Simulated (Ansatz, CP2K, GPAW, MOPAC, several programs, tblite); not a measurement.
AgTlS2 (ordering on zincblende) from semi-empirical methods to plane-wave DFT

An ordered 4-atom cell of AgTlS2 on the zincblende lattice (P-4m2), relaxed with r2SCAN in Ansatz, was computed with several methods. It is tetragonal, P-4m2 (No. 115); conventional cell a = 4.138 Å, c = 6.002 Å, 25.70 Å³ an atom. Ag is surrounded by 4 S at 2.54 Å; S is surrounded by 2 Ag at 2.54 Å and 2 Tl at 2.58 Å; Tl is surrounded by 4 S at 2.58 Å. The calculation is spin-unpolarised, and the structure need not be a phase that has been made.

```cif
data_structure
_symmetry_space_group_name_H-M 'P 1'
_symmetry_Int_Tables_number 1
_cell_length_a 4.1384
_cell_length_b 4.1384
_cell_length_c 6.0023
_cell_angle_alpha 90.000
_cell_angle_beta 90.000
_cell_angle_gamma 90.000
_cell_volume 102.80
loop_
_atom_site_label
_atom_site_type_symbol
_atom_site_fract_x
_atom_site_fract_y
_atom_site_fract_z
_atom_site_occupancy
Ag1 Ag 0.00000 0.00000 0.00000 1
S1 S 0.00000 0.50000 0.24458 1
Tl1 Tl 0.50000 0.50000 0.50000 1
S2 S 0.50000 0.00000 0.75542 1
```

Gaps and times are for a single point on this cell; volume and bulk modulus come from each method's own relaxation or energy curve at fixed shape, which is too stiff where a cell has free coordinates or axes. Times are rough, from shared hosts (Arm Neoverse V1), and each method has its own mesh and cell size. A double dagger marks a value from a curve with shape and coordinates held. PM7 (MOPAC) and PM6 (MOPAC): levels, charges or heat of formation failed a check of plausibility, so no values are given. PM6 (MOPAC), PM7 (MOPAC), GFN1-xTB (tblite), GFN2-xTB (tblite) treat a cluster of cells at its zone centre, which samples few k points: where these miss a band edge, the gap comes out too large for that reason alone. Gaps from k meshes are read at a limited set of points (mesh, symmetry points, PBE's band edges), so each method's own least gap may be somewhat smaller. xTB and the PM methods were fitted mostly to molecules, and can miss a solid's gap by electronvolts. Minimal bases can be far off for gaps. d marks a direct gap, i an indirect one (no mark: not told apart), a dash a value that wasn't computed or didn't pass its checks.

```json
{"method": "GFN1-xTB (tblite)", "kind": "tight binding", "gap (eV)": "0.09", "own volume (Å³/atom)": "26.64‡", "bulk modulus (GPa)": "57‡", "atoms computed": "32", "processor time": "1.6 s"}
{"method": "light PBE (260 eV and a coarse mesh)", "kind": "light plane-wave", "gap (eV)": "overlap 0.01", "own volume (Å³/atom)": "–", "bulk modulus (GPa)": "–", "atoms computed": "4", "processor time": "1.9 s"}
{"method": "GFN2-xTB (tblite)", "kind": "tight binding", "gap (eV)": "0", "own volume (Å³/atom)": "–", "bulk modulus (GPa)": "–", "atoms computed": "32", "processor time": "2.8 s"}
{"method": "PBE/SZV (CP2K)", "kind": "small basis", "gap (eV)": "overlap 0.02", "own volume (Å³/atom)": "26.85‡", "bulk modulus (GPa)": "63‡", "atoms computed": "4", "processor time": "8.1 s"}
{"method": "PBE", "kind": "semilocal", "gap (eV)": "overlap 0.01", "own volume (Å³/atom)": "26.47", "bulk modulus (GPa)": "48‡", "atoms computed": "4", "processor time": "12 s"}
{"method": "PBE/single zeta (GPAW)", "kind": "small basis", "gap (eV)": "overlap 0.01", "own volume (Å³/atom)": "–", "bulk modulus (GPa)": "–", "atoms computed": "4", "processor time": "21 s"}
{"method": "PM7 (MOPAC)", "kind": "semi-empirical", "gap (eV)": "–", "own volume (Å³/atom)": "–", "bulk modulus (GPa)": "–", "atoms computed": "32", "processor time": "25 s"}
{"method": "PBE/DZVP (CP2K)", "kind": "small basis", "gap (eV)": "overlap 0.01", "own volume (Å³/atom)": "26.94‡", "bulk modulus (GPa)": "46‡", "atoms computed": "4", "processor time": "27 s"}
{"method": "r2SCAN", "kind": "semilocal", "gap (eV)": "overlap 0.01", "own volume (Å³/atom)": "25.70", "bulk modulus (GPa)": "55‡", "atoms computed": "4", "processor time": "27 s"}
{"method": "PM6 (MOPAC)", "kind": "semi-empirical", "gap (eV)": "–", "own volume (Å³/atom)": "–", "bulk modulus (GPa)": "–", "atoms computed": "32", "processor time": "99 s"}
```

Volumes against r2SCAN's: PBE +3.0 %.

With PBE and r2SCAN the bands overlap or touch, or nearly. Semilocal functionals can close a real gap, so this doesn't show a metal; small gaps of other methods may in turn close between the points read or with spin-orbit coupling, and the solid may be a semimetal.

Spin-orbit coupling is left out; in compounds of Pb, Bi, Tl or Hg it can lower a gap by up to about 1 eV, split its edges or invert the bands.
